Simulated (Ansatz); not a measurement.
A nudged elastic band was laid between two geometries of a periodic cell of 18 atoms, W4C4N (surface WC(001), adsorbate N2).

Method: Ansatz 0.2.0, DFT PBE-D3(BJ), scalar-relativistic, plane waves, PAW. Settings: PAW set soft_1, cutoff 420 eV, k mesh 3x3x1, fermi-dirac smearing 0.1 eV, no spin polarisation.

```
movable images  : 3
climbing image  : yes
spring          : 0.1 eV/Å²
optimiser       : fire
start path      : default
force threshold : 0.05 eV/Å
iteration limit : 44
end points      : relaxed
atoms held      : 1, 5, 9, 13
```

First end point:

```xyz
18
Lattice="5.7980 0.0000 0.0000 -2.8990 5.0212 0.0000 0.0000 0.0000 15.2456" Properties=species:S:1:pos:R:3
W 0.000 0.000 1.000
C 1.450 0.837 2.319
W 0.000 0.000 3.859
C 1.448 0.837 4.970
W -1.450 2.511 1.000
C 0.000 3.347 2.319
W -1.450 2.510 3.859
C 0.000 3.347 4.971
W 2.899 0.000 1.000
C 4.348 0.837 2.319
W 2.899 0.000 3.860
C 4.349 0.837 4.970
W 1.450 2.511 1.000
C 2.899 3.347 2.318
W 1.449 2.511 3.859
C 2.899 3.348 4.969
N 2.916 2.371 7.923
N 2.816 1.272 7.918
```

Last end point:

Only the atoms that move by more than 0.05 Å are listed.
```
N17 4.365 4.881 7.923
N18 4.265 3.783 7.918
```

Q: Which bonds break or form, and what moves?

A: The atom that moves furthest is N17, by 2.90 Å; four of its nearest neighbours are N18 1.10, C16 3.11, C12 3.62, C4 3.64 Å at the first end and N18 1.10, C4 3.11, C8 3.62, C16 3.64 Å at the last.

Q: Give the energies along the band, and the barrier.

A: The run converged. The highest image is number 2 of 0 to 4, 0.014 eV above the ends, which have the same energy within 2 meV. The order of the point at the top wasn't checked. Limits of this set-up: thin slab, slab without dipole correction, a typed lattice constant that wasn't relaxed here.

```json
{"image": "0", "path coordinate (Å)": "0.00", "energy (eV)": "0.000"}
{"image": "1", "path coordinate (Å)": "1.11", "energy (eV)": "0.009"}
{"image": "2", "path coordinate (Å)": "2.23", "energy (eV)": "0.014"}
{"image": "3", "path coordinate (Å)": "3.35", "energy (eV)": "0.009"}
{"image": "4", "path coordinate (Å)": "4.47", "energy (eV)": "0.000"}
```

Q: What is the geometry of the highest image?

A: 
```xyz
18
Lattice="5.7980 0.0000 0.0000 -2.8990 5.0212 0.0000 0.0000 0.0000 15.2456" Properties=species:S:1:pos:R:3
W 0.000 0.000 1.000
C 1.449 0.837 2.319
W 0.000 0.001 3.860
C 1.448 0.837 4.972
W -1.450 2.511 1.000
C 0.000 3.348 2.319
W -1.450 2.511 3.858
C -0.002 3.347 4.971
W 2.899 0.000 1.000
C 4.348 0.837 2.319
W 2.898 0.000 3.862
C 4.348 0.839 4.971
W 1.450 2.511 1.000
C 2.899 3.348 2.318
W 1.449 2.511 3.860
C 2.898 3.348 4.968
N 4.085 3.366 7.869
N 3.952 2.344 8.259
```

Time of the run: 17 min on 2 threads of Intel(R) Xeon(R) Processor @ 2.50GHz (Skylake/Cascade Lake) (shared host), peak memory 1.3 GiB.
